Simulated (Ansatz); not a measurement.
# AgClH₃N: up Jacob's ladder to CCSD(T)

An exercise on one series of results from a longer session: the logs are not shown, and one member is left open.

Computed with Ansatz 0.2.0, Gaussian basis. Level: functionals in def2-TZVPP, the program's frozen cores in correlated methods.

Levels to be run: LDA (SPW92), PBE-D4, revPBE-D4, BLYP-D4, r2SCAN-D4, B97M-V, PBE0-D4, B3LYP-D4, r2SCANh-D4, r2SCAN0-D4, HSE06-D4, BHLYP-D4, CAM-B3LYP-D4, LC-ωPBE, ωB97X-V, ωB97M-V, B2PLYP, PBE-QIDH; CCSD(T)/def2-SVP; CCSD(T)/def2-TZVPP; CCSD(T)/def2-QZVPP; extrapolation to the limit; RPA on PBE.

1 further run of the same task is left out (for a known fault of the program).

**The relaxed structure**

All runs share one geometry, relaxed beforehand with PBE0-D4 in a triple-zeta def2 set. Ag takes the def2 core potential; no spin-orbit term is included.

SMILES `[NH3+][Ag-][Cl]`, 6 atoms, charge 0, spin multiplicity 1.

Atoms are counted from 1 here; the program's logs count them from 0.

Bond lengths: N1–Ag2 2.159 Å, N1–H4 1.014 Å, N1–H5 1.014 Å, N1–H6 1.014 Å, Ag2–Cl3 2.268 Å. Angles: Ag2–N1–H4 111.2°, Ag2–N1–H5 111.2°, Ag2–N1–H6 111.2°, H4–N1–H5 107.7°, H4–N1–H6 107.7°, H5–N1–H6 107.7°, N1–Ag2–Cl3 180.0°.

Set-up of the first run:

File in.yaml:

```yaml
crystal:
  periodic: [false, false, false]
  atoms:
    - {symbol: N, position_ang: [-0.589850, 0.572898, -0.380534]}
    - {symbol: Ag, position_ang: [0.819603, -0.805080, 0.499875]}
    - {symbol: Cl, position_ang: [2.300435, -2.252964, 1.424894]}
    - {symbol: H, position_ang: [-0.979495, 0.200581, -1.238964]}
    - {symbol: H, position_ang: [-0.148285, 1.458042, -0.601635]}
    - {symbol: H, position_ang: [-1.360308, 0.762524, 0.250165]}
basis:
  gaussian: {orbitals: def2-TZVPP}
hamiltonian: {xc: lda}
output: {orbitals: {seedname: orbitals}}
```

On the command line:

```console
ansatz run in.yaml --threads 2 --pin off --events-out ev --progress --plain --max-ram 22528MiB --backend cpu
```

Steps of the session up to this table: LDA; PBE-D4 (GGA); revPBE-D4 (GGA); BLYP-D4 (GGA); r2SCAN-D4 (meta-GGA); B97M-V (meta-GGA); B3LYP-D4 (hybrid); r2SCANh-D4 (hybrid); r2SCAN0-D4 (hybrid); HSE06-D4 (hybrid); BHLYP-D4 (hybrid); CAM-B3LYP-D4 (range-separated); LC-ωPBE (range-separated); ωB97X-V (range-separated); ωB97M-V (range-separated); B2PLYP (double hybrid); PBE-QIDH (double hybrid).

One of the session's tables, all rows but one given; the rest of the session is left out.

It belongs to the step «Frontier levels by functional». 

```
  functional  HOMO (eV)  gap (eV)
 LDA (SPW92)      -5.69      3.67
      PBE-D4      -5.49      3.59
   revPBE-D4      -5.41      3.57
     BLYP-D4      -5.35      3.44
   r2SCAN-D4      -5.73      4.32
      B97M-V          ?         ?
     PBE0-D4      -6.75      5.64
    B3LYP-D4      -6.52      5.08
  r2SCANh-D4      -6.21      5.07
  r2SCAN0-D4      -6.93      6.15
    HSE06-D4      -6.35      4.88
    BHLYP-D4      -7.91      7.36
CAM-B3LYP-D4      -8.11      7.74
     LC-ωPBE      -9.44     10.30
     ωB97X-V      -9.10      9.78
     ωB97M-V      -9.00      9.24
```

**Question.** Estimate the row for B97M-V.

**Answer.** HOMO (eV): -5.81; gap (eV): 4.02. In the column «HOMO (eV)» it lies between r2SCANh-D4 (-6.21) and r2SCAN-D4 (-5.73).
